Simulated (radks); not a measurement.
**The Coulomb parameter U of the 5d shell of Re⁺**

The task here is to estimate one member of a computed series from the others.

The numbers are computed with radks (a radial shooting solver on a logarithmic mesh, Libxc functionals) version 1 (scalar-relativistic Kohn-Sham, PBE, spin-unpolarised, spherical densities, finite nucleus), except any that are marked as measured or tabulated.

### What is computed

| Property | Result |
| --- | --- |
| element | rhenium (Z = 75) |
| charge | +1 |
| electrons | 74 |
| configuration | [Xe] 4f14 5d4 6s1 6p1 |
| nuclear rms radius | 5.3698 fm |

The outer shells:

Re⁺
```
[Xe] core
4f [↑↓][↑↓][↑↓][↑↓][↑↓][↑↓][↑↓]
5d [↑ ][↑ ][↑ ][↑ ][  ]
6s [↑ ]
6p [↑ ][  ][  ]
```

Set-up of the first run:

The run's settings:

```text
Z 75
configuration [Xe] 4f14 5d4 6s1 6p1
relativity scalar-relativistic
functional pbe,pbe
spin unpolarised
nucleus finite rms 5.3698 fm
c 137.035999084
```

Among the steps run: Start: [Xe] 4f14 5d4 6s1 6p1.

One of the session's tables, all rows but one given; the rest of the session is left out.

It belongs to the step «Start: [Xe] 4f14 5d4 6s1 6p1». Radial moments (bohr):

```
level     <r>  outermost maximum (interpolated)  90 % within  nodes
   4p  0.4686                             0.433        0.681      2
   4d  0.5000                             0.443        0.749      1
   5s   1.034                             0.937         1.48      4
   5p   1.200                              1.06         1.75      3
   4f       ?                                 ?            ?      ?
   5d   1.765                              1.39         2.74      2
   6s   2.756                              2.41         4.00      5
   6p   3.594                              3.09         5.29      4
```

**Question.** Estimate the row for 4f.

**Answer.** <r>: 0.5799; outermost maximum (interpolated): 0.417; 90 % within: 0.954; nodes: 0. In the column «<r>» it lies between 4d (0.5000) and 5s (1.034).
